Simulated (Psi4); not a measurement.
# A workflow on GaH2BrO2 (SMILES [OH][Ga]([OH])[Br])

Wanted: a series of 10 runs (PBE-D4/def2-SVP, PBE0-D4/def2-TZVP, PBE-D4/def2-TZVPP, r2SCAN-D4/def2-TZVPP, B3LYP-D4/def2-TZVPP, PBE0-D4/def2-TZVPP, wB97M-V/def2-TZVPP, CCSD(T)/def2-TZVPP, and more) of GaH2BrO2. 

The calculation is run with Psi4 1.11.

### Step 1. The molecule

GaH2BrO2: 6 atoms, total charge 0, spin state singlet. As SMILES, `[OH][Ga]([OH])[Br]`. Geometry: a GFN2-xTB, rattled relaxation, a rough one for these elements and not checked as a minimum. This is one conformer, not always the lowest. The run starts from this shape.

Bond lengths: O1–Ga2 1.771 Å, Ga2–O3 1.718 Å, Ga2–Br4 2.174 Å, O1–H5 0.944 Å, O3–H6 0.967 Å. Angles: O1–Ga2–O3 123.7°, O1–Ga2–Br4 117.8°, O3–Ga2–Br4 118.5°, Ga2–O1–H5 132.3°, Ga2–O3–H6 129.7°.

### Step 2. A geometry optimisation at PBE-D4/def2-SVP (density fitting) (run 1)

Input file input.inp:

```
memory 4.4 GB

molecule {
  0 1
  O     -0.578037     1.311100    -0.647729
  Ga    -0.208873    -0.383361    -0.287009
  O      0.825051    -0.881394     0.991079
  Br    -1.144867    -1.909951    -1.519686
  H     -0.278303     2.121240    -0.266450
  H      1.324912    -0.348665     1.624342
  symmetry c1
}

set {
  basis def2-SVP
  scf_type df
  geom_maxiter 60
  max_force_g_convergence 0.0005
}

energy_value = optimize('pbe-d4')
```

Run with:

```sh
$ psi4 -i input.inp -o input.out -n 2
```

input.out:

```text
Psi4 1.11 release

gradient() will perform analytic gradient computation.

   => Loading Basis Set <=

    Name: DEF2-SVP
    Role: ORBITAL
    Keyword: BASIS

   => PBE-D4(BJ,EEQ)ATM: Empirical Dispersion <=

        a1 =       0.385750
        a2 =       4.806885
       alp =      16.000000
        s6 =       1.000000
        s8 =       0.959481
        s9 =       1.000000
        ga =       3.000000
        gc =       2.000000
        wf =       6.000000

         ---------------------------------------------------------
                                   SCF
                              RKS Reference
                        2 Threads,   4196 MiB Core
         ---------------------------------------------------------

  ==> Geometry <==

    Molecular point group: c1
    Full point group: C1

    Geometry (in Angstrom), charge = 0, multiplicity = 1:

       Center              X                  Y                   Z               Mass
    ------------   -----------------  -----------------  -----------------  -----------------
         O           -0.029550557915     2.237657839914     0.082836997172    15.994914619570
         GA           0.339613442085     0.543196839914     0.443556997172    68.925573500000
         O            1.373537442085     0.045163839914     1.721644997172    15.994914619570
         BR          -0.596380557915    -0.983393160086    -0.789120002828    78.918337600000
         H            0.270183442085     3.047797839914     0.464115997172     1.007825032230
         H            1.873398442085     0.577892839914     2.354907997172     1.007825032230

  Running in c1 symmetry.

  Rotational constants: A =      0.20596  B =      0.05803  C =      0.04528 [cm^-1]
  Rotational constants: A =   6174.50764  B =   1739.82101  C =   1357.37038 [MHz]
  Nuclear repulsion =  546.919232863096795

  Charge       = 0
  Multiplicity = 1
  Electrons    = 84
  Nalpha       = 42
  Nbeta        = 42

  ==> Algorithm <==

  SCF Algorithm Type is DF.
  DIIS enabled.
  MOM disabled.
  Fractional occupation disabled.
  Guess Type is SAD.
  Energy threshold   = 1.00e-08
  Density threshold  = 1.00e-08
  Integral threshold = 1.00e-12

  ==> Primary Basis <==

  Basis Set: DEF2-SVP
    Blend: DEF2-SVP
    Number of shells: 42
    Number of basis functions: 102
    Number of Cartesian functions: 110
    Spherical Harmonics?: true
    Max angular momentum: 2

  ==> DFT Potential <==

   => LibXC <=

    Version 7.1.2

   => Composite Functional: PBE-D4BJEEQATM <=

    PBE GGA Exchange-Correlation Functional

    Deriv               =              1
    GGA                 =           TRUE
    Meta                =          FALSE

    Exchange Hybrid     =          FALSE
    MP2 Hybrid          =          FALSE

   => Exchange Functionals <=

    1.0000     XC_GGA_X_PBE

   => Correlation Functionals <=

    1.0000     XC_GGA_C_PBE

   => LibXC Density Thresholds  <==

    XC_GGA_C_PBE:  1.00E-12
    XC_GGA_X_PBE:  1.00E-15

   => Molecular Quadrature <=

    Radial Scheme          =       TREUTLER
    Pruning Scheme         =           NONE
    Nuclear Scheme         =       TREUTLER

    Blocking Scheme        =         OCTREE
    BS radius alpha        =              1
    Pruning alpha          =              1
    Radial Points          =             75
    Spherical Points       =            302
    Total Points           =         129713
    Total Blocks           =           1032
    Max Points             =            256
    Max Functions          =             95
    Weights Tolerance      =       1.00E-15

   => Loading Basis Set <=

    Name: (DEF2-SVP AUX)
    Role: JKFIT
    Keyword: DF_BASIS_SCF

  ==> Integral Setup <==

  DFHelper Memory: AOs need 0.058 GiB; user supplied 2.832 GiB.
  SCF_SUBTYPE=INCORE selected. In-core MEM_DF algorithm will be used.
  Using in-core AOs.

  ==> MemDFJK: Density-Fitted J/K Matrices <==

    J tasked:                   Yes
    K tasked:                    No
    wK tasked:                   No
    Memory [MiB]:              2899
    Algorithm:                 Core
    Schwarz Cutoff:           1E-12
    Mask sparsity (%):       8.0354
    Fitting Condition:        1E-10

   => Auxiliary Basis Set <=

  Basis Set: (DEF2-SVP AUX)
    Blend: DEF2-UNIVERSAL-JKFIT
    Number of shells: 182
    Number of basis functions: 722
    Number of Cartesian functions: 968
    Spherical Harmonics?: true
    Max angular momentum: 5

  Cached 100.0% of DFT collocation blocks in 0.241 [GiB].

  Minimum eigenvalue in the overlap matrix is 1.6857863835E-02.
  Reciprocal condition number of the overlap matrix is 4.2384601624E-03.
    Using symmetric orthogonalization.

  ==> Pre-Iterations <==

  SCF Guess: Superposition of Atomic Densities via on-the-fly atomic UHF (no occupation information).

   -------------------------
    Irrep   Nso     Nmo
   -------------------------
     A        102     102
   -------------------------
    Total     102     102
   -------------------------

  ==> Iterations <==

                           Total Energy        Delta E     RMS |[F,P]|

[... 2 lines left out ...]
   @DF-RKS iter   2: -4596.69268580032167    5.03121e+01   8.53057e-02 ADIIS/DIIS
[... 4 lines left out ...]
   @DF-RKS iter   7: -4649.25179936018958   -1.50979e-03   1.93734e-04 ADIIS/DIIS
[... 4 lines left out ...]
   @DF-RKS iter  12: -4649.25200490828865   -4.55748e-09   1.37155e-07 DIIS
[... 34 lines left out ...]
  @DF-RKS Final Energy: -4649.25200490837778
[... 7 lines left out ...]
    Empirical Dispersion Energy =          -0.0048341128815616
[... 18 lines left out ...]
 Dipole Z            :         -5.7399386            6.3985121            0.6585734
[... 133 lines left out ...]
	  Convergence Criteria              o    5.00e-04 *             o             o             o~
[... 144 lines left out ...]
   @DF-RKS iter   2: -4649.25873266921644    5.08875e-04   4.66830e-04 ADIIS/DIIS
[... 4 lines left out ...]
   @DF-RKS iter   7: -4649.25986496132555    6.53927e-10   1.70414e-06 DIIS
[... 10 lines left out ...]
    Final Occupation by Irrep:
[... 12 lines left out ...]
    DFT Exchange-Correlation Energy =    -183.5295483485693921
[... 18 lines left out ...]
 Dipole Y            :         -7.3956407            8.2757460            0.8801053
[... 101 lines left out ...]
	   Step    Total Energy     Delta E     Max Force     RMS Force      Max Disp      RMS Disp
[... 108 lines left out ...]
   @DF-RKS iter   1: -4649.26278885368993   -3.39181e-02   2.41287e-04 ADIIS/DIIS
[... 4 lines left out ...]
   @DF-RKS iter   6: -4649.26309138766828   -9.01096e-07   3.62018e-06 DIIS
[... 4 lines left out ...]
  Energy and wave function converged.
[... 18 lines left out ...]
    Two-Electron Energy =                2532.7399415791628599
[... 18 lines left out ...]
 Dipole X            :         -4.4392849            5.0144009            0.5751159
[... 97 lines left out ...]
	Measures of convergence in internal coordinates in au.
[... 118 lines left out ...]
   @DF-RKS iter   0: -4649.25078783300614   -4.64925e+03   7.53372e-04
[... 4 lines left out ...]
   @DF-RKS iter   5: -4649.26381759879678   -1.01959e-06   8.76821e-06 DIIS
[... 4 lines left out ...]
  Energy and wave function converged.
[... 18 lines left out ...]
    Two-Electron Energy =                2532.0615564579429702
[... 18 lines left out ...]
 Dipole X            :         -4.4283183            5.0045962            0.5762778
[... 97 lines left out ...]
	Measures of convergence in internal coordinates in au.
[... 112 lines left out ...]
   @DF-RKS iter   0: -4649.26629558023888   -4.64927e+03   2.95695e-04
[... 4 lines left out ...]
   @DF-RKS iter   5: -4649.26388436679736   -1.95996e-07   2.44387e-06 DIIS
[... 4 lines left out ...]
  Energy and wave function converged.
[... 18 lines left out ...]
    Two-Electron Energy =                2533.1761285055022199
[... 18 lines left out ...]
 Dipole X            :         -4.4249383            4.9952066            0.5702683
[... 97 lines left out ...]
	Measures of convergence in internal coordinates in au.
[... 112 lines left out ...]
   @DF-RKS iter   0: -4649.26475429959828   -4.64926e+03   1.83267e-04
[... 4 lines left out ...]
   @DF-RKS iter   5: -4649.26390294867906   -7.25631e-08   1.90285e-06 DIIS
[... 4 lines left out ...]
  Energy and wave function converged.
[... 18 lines left out ...]
    Two-Electron Energy =                2533.6998243268180886
[... 18 lines left out ...]
 Dipole X            :         -4.4427577            5.0013475            0.5585898
[... 97 lines left out ...]
	Measures of convergence in internal coordinates in au.
[... 112 lines left out ...]
   @DF-RKS iter   0: -4649.26470474800499   -4.64926e+03   9.01516e-05
[... 4 lines left out ...]
   @DF-RKS iter   5: -4649.26391152817632   -1.61072e-09   3.22173e-07 DIIS
[... 29 lines left out ...]
    Final Occupation by Irrep:
[... 5 lines left out ...]
  @DF-RKS Final Energy: -4649.26391152861743

   => Energetics <=

    Nuclear Repulsion Energy =            528.0035758671716621
    One-Electron Energy =               -7527.5625153456785483
    Two-Electron Energy =                2533.8051420022225102
    DFT Exchange-Correlation Energy =    -183.5054005757617688
    Empirical Dispersion Energy =          -0.0047134765723008
    VV10 Nonlocal Energy =                  0.0000000000000000
    Total Energy =                      -4649.2639115286174274

Computation Completed

Properties will be evaluated at   0.000000,   0.000000,   0.000000 [a0]

Properties computed using the SCF density matrix

 Multipole Moments:

 ------------------------------------------------------------------------------------
     Multipole            Electronic (a.u.)      Nuclear  (a.u.)        Total (a.u.)
 ------------------------------------------------------------------------------------

 L = 1.  Multiply by 2.5417464519 to convert [e a0] to [Debye]
 Dipole X            :         -4.4539107            5.0082229            0.5543122
 Dipole Y            :         -7.4120762            8.3267494            0.9146733
 Dipole Z            :         -5.8924553            6.6164276            0.7239723
 Magnitude           :                                                    1.2915204

 ------------------------------------------------------------------------------------

	total time  =          3 seconds =       0.05 minutes

         ------------------------------------------------------------
                                   SCF GRAD
         ------------------------------------------------------------

  ==> Geometry <==

    Molecular point group: c1
    Full point group: C1

    Geometry (in Angstrom), charge = 0, multiplicity = 1:

       Center              X                  Y                   Z               Mass
    ------------   -----------------  -----------------  -----------------  -----------------
         O           -0.037816205922     2.290792118728     0.060676276218    15.994914619570
         GA           0.351840427543     0.583244999342     0.463590511716    68.925573500000
         O            1.434450411507     0.033601378470     1.788137148681    15.994914619570
         BR          -0.618816643132    -1.027783227213    -0.817137120354    78.918337600000
         H            0.414539367168     2.925380999905     0.647232432831     1.007825032230
         H            1.814153671245     0.777615040882     2.292016213413     1.007825032230

  Nuclear repulsion =  528.003575867171662

   => Molecular Quadrature <=

    Radial Scheme          =       TREUTLER
    Pruning Scheme         =           NONE
    Nuclear Scheme         =       TREUTLER

    Blocking Scheme        =         OCTREE
    BS radius alpha        =              1
    Pruning alpha          =              1
    Radial Points          =             75
    Spherical Points       =            302
    Total Points           =         129570
    Total Blocks           =           1037
    Max Points             =            256
    Max Functions          =             94
    Weights Tolerance      =       1.00E-15

  -Total Gradient:
     Atom            X                  Y                   Z
    ------   -----------------  -----------------  -----------------
       1       -0.000125599361    -0.000061359416    -0.000078798553
       2        0.000180926596    -0.000062685257     0.000082624094
       3       -0.000197209502    -0.000191172899    -0.000179018155
       4        0.000068488314     0.000157719750     0.000113352046
       5       -0.000053737768    -0.000040024032    -0.000096833150
       6        0.000013940112    -0.000004406859    -0.000004996929

	total time  =          2 seconds =       0.03 minutes

    			-----------------------------------------

    			 OPTKING 3.0: for geometry optimizations

    			        with contributions from

    			-----------------------------------------

	                            ===> Fragment 1 <==

	 Z (Atomic Numbers)          Masses                          Geom
	       8.000000            15.994915         -0.07146227  4.32896971  0.11466154
	      31.000000            68.925573          0.66488205  1.10217331  0.87605910
	       8.000000            15.994915          2.71071842  0.06349740  3.37908949
	      35.000000            78.918338         -1.16939398 -1.94222882 -1.54416536
	       1.000000             1.007825          0.78336587  5.52816890  1.22309204
	       1.000000             1.007825          3.42825359  1.46947946  4.33128292

	 - Coordinate -           - BOHR/RAD -       - ANG/DEG -
	 R(1,2)           =         3.396196           1.797189
	 R(1,5)           =         1.843211           0.975385
	 R(2,3)           =         3.395505           1.796824
[... 10 lines of this table left out ...]
	 D(4,2,3,6)       =         3.140095         179.914216

	        --- Internal Coordinate Step in ANG or DEG, aJ/ANG or AJ/DEG ---
	-------------------------------------------------------------------------------
	           Coordinate      Previous         Force          Change          New
	           ----------      --------        ------          ------        ------
	               R(1,2)       1.79719       -0.00021        0.00010       1.79729
	               R(1,5)       0.97539        0.00051        0.00011       0.97549
	               R(2,3)       1.79682        0.00119        0.00033       1.79715
[... 10 lines of this table left out ...]
	           D(4,2,3,6)     179.91422       -0.00000        0.03071     179.94493
	-------------------------------------------------------------------------------

	                                 ==> Convergence Check <==

	Measures of convergence in internal coordinates in au.

	Criteria marked as inactive (o), active & met (*), and active & unmet ( ).

	----------------------------------------------------------------------------------------------
	   Step    Total Energy     Delta E     Max Force     RMS Force      Max Disp      RMS Disp
	----------------------------------------------------------------------------------------------
	  Convergence Criteria              o    5.00e-04 *             o             o             o
	----------------------------------------------------------------------------------------------
	     7   -4649.26391153   -8.56e-06 o    4.46e-04 *    1.70e-04 o    5.97e-03 o    2.82e-03 o  ~
	----------------------------------------------------------------------------------------------

Next Geometry in Ang
	Fragment 1 (Ang)

	    O  -0.0350887413   2.2908995402   0.0617035245
	   Ga   0.3494902707   0.5814896232   0.4620464114
	    O   1.4344691423   0.0367830607   1.7871428440
	   Br  -0.6199797630  -1.0305011804  -0.8185078061
	    H   0.4177990088   2.9211667306   0.6526705465
	    H   1.8116611108   0.7830135359   2.2894599423

    Final optimized geometry and variables:
    Molecular point group: c1
    Full point group: C1

    Geometry (in Angstrom), charge = 0, multiplicity = 1:

    O           -0.037816205922     2.290792118728     0.060676276218
    GA           0.351840427543     0.583244999342     0.463590511716
    O            1.434450411507     0.033601378470     1.788137148681
    BR          -0.618816643132    -1.027783227213    -0.817137120354
    H            0.414539367168     2.925380999905     0.647232432831
    H            1.814153671245     0.777615040882     2.292016213413

    Psi4 run time: 0:00:42.26

[set-up sections that repeat, and orbital energies of the middle runs, are left out above]
```

On the terminal:

```text
Optimizer: Optimization complete!
```

Run time: 44 s. Hardware: 2 threads of AMD EPYC 7R43 (Zen 3), shared host; peak memory 0.6 GiB.

Step by step:

```tsv
step	energy from the first frame kept (eV)	largest force (eV/Å)
0	0.0000	2.1364
1	-0.2139	0.8049
2	-0.3017	0.4037
3	-0.3214	0.2345
4	-0.3233	0.0913
5	-0.3238	0.0366
6	-0.3240	0.0169
```

After the run. Bond lengths: O1–Ga2 1.797 Å, Ga2–O3 1.797 Å, Ga2–Br4 2.275 Å, O1–H5 0.975 Å, O3–H6 0.976 Å. Angles: O1–Ga2–O3 125.9°, O1–Ga2–Br4 117.0°, O3–Ga2–Br4 117.1°, Ga2–O1–H5 112.5°, Ga2–O3–H6 112.5°.

(Part 1 of 2 ends here.)
